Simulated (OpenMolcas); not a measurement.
# GeH2O2 (SMILES [OH][Ge][OH]), step by step

Aim: a series of 9 runs (HF/aug-cc-pVDZ, CASSCF(6,6)/aug-cc-pVDZ, CASPT2(6,6)/aug-cc-pVDZ, RASSCF(6,10)/aug-cc-pVDZ, CASPT2[IPEA 0.5](6,6)/aug-cc-pVDZ, MC-PDFT[ftBLYP](6,6)/aug-cc-pVDZ, MC-PDFT[tPBE](6,6)/aug-cc-pVDZ, CASPT2[IPEA 0](6,6)/aug-cc-pVDZ) of GeH2O2. 

The results are computed with OpenMolcas 26.06.

1 further run of the same task is left out (set aside as unsound or not needed).

## (1) The molecule

GeH2O2 has 5 atoms, charge 0, and is taken as a singlet. As SMILES, `[OH][Ge][OH]`. The shape is that of a PBE0-D4/def2-TZVP optimisation. This is one conformer, not always the lowest.

Bond lengths: O1–Ge2 1.790 Å, Ge2–O3 1.790 Å, O1–H4 0.961 Å, O3–H5 0.961 Å. Angles: O1–Ge2–O3 102.4°, Ge2–O1–H4 118.8°, Ge2–O3–H5 118.8°.

## (2) A single-point energy at HF/aug-cc-pVDZ (RICD fitting) (run 1)

The input, step1.inp:

```
&GATEWAY
COORD
5
angstrom
O       -1.341000      -0.099500      -0.377400
Ge      -0.316400      -0.895800       0.855300
O        1.281900      -0.142300       0.570200
H       -0.940900       0.550800      -0.961500
H        1.366400       0.513200      -0.127900
BASIS
aug-cc-pVDZ
GROUP
NoSym
RICD
&SEWARD
&SCF
PRORBITALS
0
```

Run with:

```console
$ export MOLCAS_MEM=1860
$ pymolcas step1.inp > step1.log
```

Log:

```text
--- Start Module: gateway ---
[...]
--- Stop Module: gateway /rc=_RC_ALL_IS_WELL_ ---
--- Start Module: seward ---
[...]
      Basis functions          100
--- Stop Module: seward /rc=_RC_ALL_IS_WELL_ ---
--- Start Module: scf ---
[...]
       Convergence after  11 Iterations
[...]
::    Total SCF energy                              -2226.3016590681
[...]
      Total spin, S                                     0.0000000000
[...]
      Total electronic charge=   50.000000
      Total            charge=   -0.000000
[...]
      Dipole Moment (debye):
      Origin of the operator (angstrom)=   -0.2215   -0.6395    0.6042
                   X=  3.8719E-01               Y=  1.0408E+00               Z= -1.0252E+00           Total=  1.5113E+00
      Quadrupole Moment (debye*angstrom):
[...]
--- Stop Module: scf /rc=_RC_ALL_IS_WELL_ ---
[...]
```

It took 2.9 s on 1 thread of Intel Xeon 6975P-C (Granite Rapids), shared host.

## (3) The excited states at CASSCF(6,6)/aug-cc-pVDZ (RICD fitting, 3 states averaged) (run 2)

The input, step2.inp:

```
&GATEWAY
Coord
5
angstrom
O       -1.341000      -0.099500      -0.377400
Ge      -0.316400      -0.895800       0.855300
O        1.281900      -0.142300       0.570200
H       -0.940900       0.550800      -0.961500
H        1.366400       0.513200      -0.127900
Basis = aug-cc-pVDZ
Group = NoSym
RICD
&SEWARD
&RASSCF
FileOrb = $CurrDir/step1.ScfOrb
Spin = 1
Nactel = 6 0 0
Inactive = 22
Ras2 = 6
CIRoot = 3 3 1
OrbListing = Few
OrbAppear = Compact
```

Run with:

```console
$ export MOLCAS_MEM=1860
$ pymolcas step2.inp > step2.log
```

Log:

```text
--- Start Module: gateway ---
[...]
--- Stop Module: gateway /rc=_RC_ALL_IS_WELL_ ---
--- Start Module: seward ---
[...]
      Basis functions          100
--- Stop Module: seward /rc=_RC_ALL_IS_WELL_ ---
--- Start Module: rasscf ---
[...]
      Number of active orbitals                  6
[...]
      Spin quantum number                      0.0
[...]
      Active orbitals                            6
[...]
      Number of CSFs                           175
[...]
      Number of root(s) required                 3
[...]
      Convergence after 45 iterations
[...]
      printout of CI-coefficients larger than  0.05 for root  1
      energy=   -2226.327384
      conf/sym  111111     Coeff  Weight
             1  222000  -0.98118 0.96271
             3  22u0d0  -0.07013 0.00492
            11  220200   0.07480 0.00559
            23  u2d200  -0.05165 0.00267
            29  202200   0.05164 0.00267
            38  ud2u0d   0.05026 0.00253
[...]
      Natural orbitals and occupation numbers for root  1
      sym 1:   1.981618   1.982340   1.970553   0.035258   0.001135   0.029096
      Natural orbitals and occupation numbers for root  2
      sym 1:   1.952717   1.978416   1.015599   1.005019   0.006177   0.042072
      Natural orbitals and occupation numbers for root  3
      sym 1:   1.957593   1.809878   1.164515   0.193144   0.843398   0.031473
      ************************************************************************************************************************
      *                                                    Final results                                                     *
[...]
::    RASSCF root number  1 Total energy:  -2226.32738361
::    RASSCF root number  2 Total energy:  -2226.12204020
::    RASSCF root number  3 Total energy:  -2226.07815611
[...]
      Total electronic charge=   50.000000
      Total            charge=   -0.000000
[...]
      Dipole Moment (debye):
      Origin of the operator (angstrom)=   -0.2215   -0.6395    0.6042
                   X= -2.2578E+00               Y= -3.9240E+00               Z=  3.5713E+00           Total=  5.7662E+00
      Quadrupole Moment (debye*angstrom):
[...]
--- Stop Module: rasscf /rc=_RC_ALL_IS_WELL_ ---
[...]
```

Wall time 12 s (1 thread of Intel Xeon 6975P-C (Granite Rapids), shared host).

The roots found:

```tsv
excited state	energy (eV)
1	5.588
2	6.782
```

Runs 3 to 8 aren't shown in full; the table further down has their settings and results.

## (4) The distorted shape: the vertical excitations at CASPT2[IPEA 0](6,6)/aug-cc-pVDZ (RICD fitting, ipea shift 0 Eh, pt2 variant SS, 3 states averaged) (run 9)

The input, step9.inp:

```
&GATEWAY
Coord
5
angstrom
O       -1.423214      -0.033818      -0.325907
Ge      -0.168330      -0.971425       0.751574
O        1.469714      -0.287450       0.559280
H       -0.862787       0.458591      -0.859041
H        1.337648       0.419929      -0.101399
Basis=aug-cc-pVDZ
Group=NoSym
RICD
&SEWARD
&RASSCF
FileOrb=$CurrDir/step2.RasOrb
Spin=1
Nactel=6 0 0
Inactive=22
Ras2=6
CIRoot=3 3 1
OrbListing=Few
OrbAppear=Compact
&CASPT2
Multistate=all
NoMultistate
IPEA=0
Imaginary=0.2
```

Run with:

```console
$ export MOLCAS_MEM=1860
$ pymolcas step9.inp > step9.log
```

Log:

```text
--- Start Module: gateway ---
[...]
--- Stop Module: gateway /rc=_RC_ALL_IS_WELL_ ---
[...]
      Basis functions          100
[...]
--- Start Module: rasscf ---
[...]
      Number of active orbitals                  6
[...]
      Spin quantum number                      0.0
[...]
      Active orbitals                            6
[...]
      Number of CSFs                           175
[...]
      Number of root(s) required                 3
[...]
      Convergence after 21 iterations
[...]
      printout of CI-coefficients larger than  0.05 for root  1
      energy=   -2226.307161
      conf/sym  111111     Coeff  Weight
             1  222000  -0.97585 0.95228
             3  22u0d0  -0.11649 0.01357
            11  220200   0.07339 0.00539
            29  202200   0.05483 0.00301
            38  ud2u0d   0.05202 0.00271
            46  022002   0.06340 0.00402
[...]
      Natural orbitals and occupation numbers for root  1
      sym 1:   1.983105   1.979663   1.967548   0.036434   0.000979   0.032271
      Natural orbitals and occupation numbers for root  2
      sym 1:   1.953380   1.982445   1.028422   0.990706   0.003544   0.041503
      Natural orbitals and occupation numbers for root  3
      sym 1:   1.956420   1.934844   1.170421   0.068639   0.837427   0.032248
      ************************************************************************************************************************
      *                                                    Final results                                                     *
[...]
::    RASSCF root number  1 Total energy:  -2226.30716100
::    RASSCF root number  2 Total energy:  -2226.12533780
::    RASSCF root number  3 Total energy:  -2226.08414988
[...]
      Total electronic charge=   50.000000
      Total            charge=   -0.000000
[...]
      Dipole Moment (debye):
      Origin of the operator (angstrom)=   -0.1040   -0.7048    0.5404
                   X= -1.5512E+00               Y= -5.2933E+00               Z=  4.1560E+00           Total=  6.9063E+00
      Quadrupole Moment (debye*angstrom):
[...]
--- Stop Module: rasscf /rc=_RC_ALL_IS_WELL_ ---
[...]
--- Start Module: caspt2 ---
[...]
      Reference weight:           0.85471
[...]
::    CASPT2 Root  1     Total energy:  -2226.77852949
::    CASPT2 Root  2     Total energy:  -2226.60956391
::    CASPT2 Root  3     Total energy:  -2226.56365678
[...]
--- Stop Module: caspt2 /rc=_RC_ALL_IS_WELL_ ---
[...]
```

It took 10 s on 1 thread of Intel Xeon 6975P-C (Granite Rapids), shared host.

The roots found:

```tsv
excited state	energy (eV)
1	4.598
2	5.847
```

## (5) Overview of the runs

```tsv
run	level	starting guess	task	partner	energy (Eh)	dipole moment (D) of the reference	wall time
1	HF/aug-cc-pVDZ (RICD fitting)	–	energy	base	-2226.301659	1.51	2.9 s
2	CASSCF(6,6)/aug-cc-pVDZ (RICD fitting, 3 states averaged)	orbitals of step 1	excited	base	-2226.327384	2.49	12 s
3	CASPT2(6,6)/aug-cc-pVDZ (RICD fitting, ipea shift 0.25 Eh, pt2 variant RMS, 3 states averaged, sigma2 shift 0.3)	orbitals of step 2	excited	base	-2226.793013	2.49	9 s
4	CASSCF(6,6)/aug-cc-pVDZ (RICD fitting, 3 states averaged)	orbitals of step 2	excited	base	-2226.327389	2.49	3.9 s
5	RASSCF(6,10)/aug-cc-pVDZ (RICD fitting, 3 states averaged)	orbitals of step 2	excited	base	-2226.373280	1.98	35 s
6	CASPT2[IPEA 0.5](6,6)/aug-cc-pVDZ (RICD fitting, fock type G2, ipea shift 0.5 Eh, pt2 variant RMS, 3 states averaged)	orbitals of step 2	excited	base	-2226.794008	2.49	8.7 s
7	MC-PDFT[ftBLYP](6,6)/aug-cc-pVDZ (RICD fitting, 3 states averaged)	orbitals of step 2	excited	base	-2229.008226	2.49	6 s
8	MC-PDFT[tPBE](6,6)/aug-cc-pVDZ (RICD fitting)	orbitals of step 2	gradient	base	-2228.181881	1.56	19 s
9	CASPT2[IPEA 0](6,6)/aug-cc-pVDZ (RICD fitting, ipea shift 0 Eh, pt2 variant SS, 3 states averaged)	orbitals of step 2	excited	rattled	-2226.778529	2.69	10 s
```

## (6) What came out

```
                                                          quantity           value
                  distorted shape: energy of the lowest of 3 roots  -2226.77853 Eh
                   distorted shape: dipole moment (CASSCF density)          2.69 D
distorted shape: lowest excitation energy within this active space         4.60 eV
```

All runs together took 1.8 min, the longest 35 s.
